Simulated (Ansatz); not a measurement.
**B₂Cl₂F₂H₂S₂: how energies converge with the basis set**

The task here is to estimate one member of a computed series from the others.

Method: one geometry, several basis sets; program: Ansatz 0.2.0, Gaussian basis.

Levels to be run: PBE0-D4/def2-SVP; ωB97M-V/def2-SVP; PBE0-D4/def2-QZVPP; ωB97M-V/def2-QZVPP; the functionals' def2-TZVPP values are taken from earlier runs.

## The relaxed structure

All runs share one geometry, relaxed beforehand with PBE0-D4 in a triple-zeta def2 set.

10 atoms, charge 0, spin multiplicity 1.

Atoms are counted from 1 here; the program's logs count them from 0.

Bond lengths: F1–B2 1.345 Å, B2–Cl3 1.792 Å, B2–S4 2.007 Å, B2–S8 2.007 Å, S4–B5 2.007 Å, S4–H9 1.347 Å, B5–F6 1.345 Å, B5–Cl7 1.792 Å, B5–S8 2.007 Å, S8–H10 1.347 Å. Angles: F1–B2–Cl3 117.7°, F1–B2–S4 111.3°, F1–B2–S8 111.3°, Cl3–B2–S4 109.0°, Cl3–B2–S8 109.0°, S4–B2–S8 96.2°, B2–S4–B5 82.5°, B2–S4–H9 94.8°, B5–S4–H9 94.8°, S4–B5–F6 111.3°, S4–B5–Cl7 109.0°, S4–B5–S8 96.2°, F6–B5–Cl7 117.7°, F6–B5–S8 111.3°, Cl7–B5–S8 109.0°, B2–S8–B5 82.4°, B2–S8–H10 94.8°, B5–S8–H10 94.8°.

Coordinates:

```xyz
10
B2Cl2F2H2S2
F    -0.9523   -1.4913   -1.5586
B     0.0522   -1.1178   -0.7460
Cl    1.5018   -2.1688   -0.6743
S    -0.6055   -0.7812    1.1202
B     0.3574    0.9608    0.8617
F    -0.4387    2.0066    1.1469
Cl    1.9489    0.8763    1.6808
S     0.6286    0.7685   -1.1177
H    -1.8044   -0.3052    0.7325
H    -0.6051    1.2008   -1.4424
```

Set-up of the first run:

Contents of in.yaml:

```yaml
crystal:
  periodic: [false, false, false]
  atoms:
    - {symbol: F, position_ang: [-0.952256, -1.491322, -1.558556]}
    - {symbol: B, position_ang: [0.052240, -1.117811, -0.745993]}
    - {symbol: Cl, position_ang: [1.501797, -2.168755, -0.674338]}
    - {symbol: S, position_ang: [-0.605487, -0.781161, 1.120203]}
    - {symbol: B, position_ang: [0.357433, 0.960828, 0.861702]}
    - {symbol: F, position_ang: [-0.438667, 2.006627, 1.146856]}
    - {symbol: Cl, position_ang: [1.948896, 0.876329, 1.680813]}
    - {symbol: S, position_ang: [0.628567, 0.768525, -1.117729]}
    - {symbol: H, position_ang: [-1.804406, -0.305238, 0.732469]}
    - {symbol: H, position_ang: [-0.605116, 1.200778, -1.442429]}
basis:
  gaussian: {orbitals: def2-SVP}
hamiltonian: {xc: pbe0, dispersion: d4}
output: {orbitals: {seedname: orbitals}}
```

Run with:

```sh
ansatz run in.yaml --threads 4 --pin off --events-out ev --progress --plain --max-ram 11315MiB
```

Among the steps run: PBE0-D4 in def2-SVP; ωB97M-V in def2-SVP; PBE0-D4 in def2-QZVPP; ωB97M-V in def2-QZVPP.

One table of the session follows, with a row left open; its other results are not shown here.

It belongs to the step «Density functionals: the series». 

| functional | basis | HOMO (eV) |
| --- | --- | --- |
| PBE0-D4 | def2-SVP | -8.61 |
| PBE0-D4 | def2-TZVPP | -8.73 |
| PBE0-D4 | def2-QZVPP | -8.76 |
| ωB97M-V | def2-SVP | -10.74 |
| ωB97M-V | def2-TZVPP | ? |
| ωB97M-V | def2-QZVPP | -10.87 |

Q: Estimate the row for ωB97M-V, def2-TZVPP from the others.

As computed: HOMO (eV): -10.84. In the column «HOMO (eV)» it lies between ωB97M-V, def2-QZVPP (-10.87) and ωB97M-V, def2-SVP (-10.74).
